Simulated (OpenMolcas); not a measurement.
**BHOF2 (SMILES OB(F)F): HF/6-31G(d) (RICD fitting, spherical functions, fitting threshold 0.0001)**

What is the vertical ionisation energy of BHOF2 at HF/6-31G* (RICD fitting, spherical functions, fitting threshold 0.0001)? 

The calculation is run with OpenMolcas 26.06.

## Step 1: The molecule

BHOF2 has 5 atoms, charge 0, and is taken as a singlet. As SMILES, `OB(F)F`. The coordinates come from a GFN2-xTB relaxation.

Bond lengths: O1–B2 1.319 Å, B2–F3 1.314 Å, B2–F4 1.327 Å, O1–H5 0.958 Å. Angles: O1–B2–F3 121.0°, O1–B2–F4 123.1°, F3–B2–F4 115.9°, B2–O1–H5 117.7°.

## Step 2: Energy and gradient at HF/6-31G(d) (RICD fitting, spherical functions, fitting threshold 0.0001)

input.xyz reads:

```xyz
5

O      0.031910     0.983470     0.158720
B      0.104930    -0.333240     0.136890
F      0.724520    -0.991730     1.090370
F     -0.428080    -1.073520    -0.827330
H     -0.433280     1.415020    -0.558650
```

job.input reads:

```
&gateway
 baslib = $CurrDir
 coord = input.xyz
 basis = 6-31Gs
 group = NoSym
 ricd
 acd
 cdthreshold = 0.0001

&seward

&scf
 prorbitals = 1 1

&alaska
```

The basis set 6-31G* is read from a file made from the Basis Set Exchange's data (not shown).

Launch:

```console
$ export MOLCAS_MEM=1860
$ pymolcas job.input > job.log
```

The program printed:

```text
--- Start Module: gateway ---
[...]
--- Stop Module: gateway /rc=_RC_ALL_IS_WELL_ ---
[...]
      Basis functions           58
[...]
--- Start Module: scf ---
[...]
       Convergence after  10 Iterations
[...]
::    Total SCF energy                               -299.1870733515
[...]
      Total spin, S                                     0.0000000000
[...]
      Total electronic charge=   32.000000
      Total            charge=   -0.000000
[...]
      Dipole Moment (debye):
      Origin of the operator (angstrom)=    0.1039   -0.3901    0.1285
                   X= -9.6645E-01               Y=  1.5757E+00               Z= -1.4130E+00           Total=  2.3267E+00
      Quadrupole Moment (debye*angstrom):
[...]
--- Stop Module: scf /rc=_RC_ALL_IS_WELL_ ---
--- Start Module: alaska ---
[...]
 *              Molecular gradients               *
 **************************************************
  Irreducible representation: a
 ------------------------------------------------------------------------------------------
                              X                       Y                       Z
 ------------------------------------------------------------------------------------------
  O1                5.16760297164365E-03   -2.24734661646515E-02    5.81148299582823E-03
  B2                7.23576960748568E-04    2.67343463926160E-02    4.38801304939387E-03
  F3                7.12733848583724E-04   -5.99554985561213E-03    4.89421615419872E-04
  F4               -8.69001431683891E-04   -7.78051154092196E-03   -2.42465505045075E-03
  H5               -5.73491234928980E-03    9.51518116858541E-03   -8.26426261024604E-03
 ------------------------------------------------------------------------------------------
--- Stop Module: alaska /rc=_RC_ALL_IS_WELL_ ---
[...]
```

It took 2.6 s on 1 thread of Arm Neoverse V1, shared host; peak memory 0.17 GiB.

## Step 3: The doublet cation, same level

input.xyz is that of step 2.

job.input reads:

```
&GATEWAY
BASLIB
$CurrDir
COORD
input.xyz
BASIS
6-31Gs
GROUP
NoSym
RICD
ACD
CDTHRESHOLD
0.0001
&SEWARD
&SCF
UHF
CHARGE
1
SPIN
2
PRORBITALS
1 1
&ALASKA
```

The basis set 6-31G* is read from a file made from the Basis Set Exchange's data (not shown).

Launch:

```console
$ export MOLCAS_MEM=1860
$ pymolcas job.input > job.log
```

The program printed:

```text
--- Start Module: gateway ---
[...]
--- Stop Module: gateway /rc=_RC_ALL_IS_WELL_ ---
[...]
      Basis functions           58
[...]
--- Start Module: scf ---
[...]
       Convergence after  18 Iterations
[...]
::    Total SCF energy                               -298.7207939688
[...]
      Total spin, S                                     0.5030100817
[...]
      Total electronic charge=   31.000000
      Total            charge=    1.000000
[...]
      Dipole Moment (debye):
      Origin of the operator (angstrom)=    0.1039   -0.3901    0.1285
                   X= -1.4156E+00               Y=  6.3613E+00               Z= -1.6297E+00           Total=  6.7175E+00
      Center of Charge (angstrom)
[...]
--- Stop Module: scf /rc=_RC_ALL_IS_WELL_ ---
[...]
--- Start Module: alaska ---
[...]
 *              Molecular gradients               *
 **************************************************
  Irreducible representation: a
 ------------------------------------------------------------------------------------------
                              X                       Y                       Z
 ------------------------------------------------------------------------------------------
  O1               -2.72849646786355E-03   -1.26819235328217E-01   -1.78901300838286E-02
  B2               -1.75319864194793E-02    2.42109696081805E-01   -2.55188054629346E-03
  F3                1.76840314542677E-02   -4.46588968780812E-02    2.42611743372390E-02
  F4               -1.20829791408061E-02   -5.12021051844282E-02   -2.56153038179345E-02
  H5                1.46594305738907E-02   -1.94294586910835E-02    2.17961401107902E-02
 ------------------------------------------------------------------------------------------
--- Stop Module: alaska /rc=_RC_ALL_IS_WELL_ ---
[...]
```

It took 3.9 s on 1 thread of Arm Neoverse V1, shared host; peak memory 0.17 GiB.

## Step 4: Summary of results

Level: HF/6-31G* (RICD fitting, spherical functions, fitting threshold 0.0001).

| quantity | value |
| --- | --- |
| singlet BHOF2: total energy | -299.18707 Eh |
| singlet BHOF2: dipole moment | 2.33 D |
| singlet BHOF2: HOMO energy | -15.27 eV |
| singlet BHOF2: LUMO energy | 5.60 eV |
| singlet BHOF2: HOMO–LUMO gap | 20.86 eV |
| singlet BHOF2: largest force on an atom | 1.394 eV/Å |
| doublet cation: total energy | -298.72079 Eh |
| doublet cation: HOMO energy (highest over α and β) | -24.08 eV |
| doublet cation: LUMO energy (lowest over α and β) | -10.61 eV |
| doublet cation: ⟨S²⟩ | 0.756 |
| doublet cation: largest force on an atom | 12.483 eV/Å |
| vertical ionisation energy (to the doublet cation) | 12.688 eV |

The vertical ionisation energy comes to 12.69 eV (1224 kJ/mol). The largest force (singlet BHOF2) is 1.39 eV/Å: the shape isn't a stationary point for this species at this level. The negative HOMO energy of the first species, 15.27 eV, lies 2.58 eV above that difference. Mulliken charges (singlet BHOF2) run from -0.71 on O1 to +1.01 on B2.
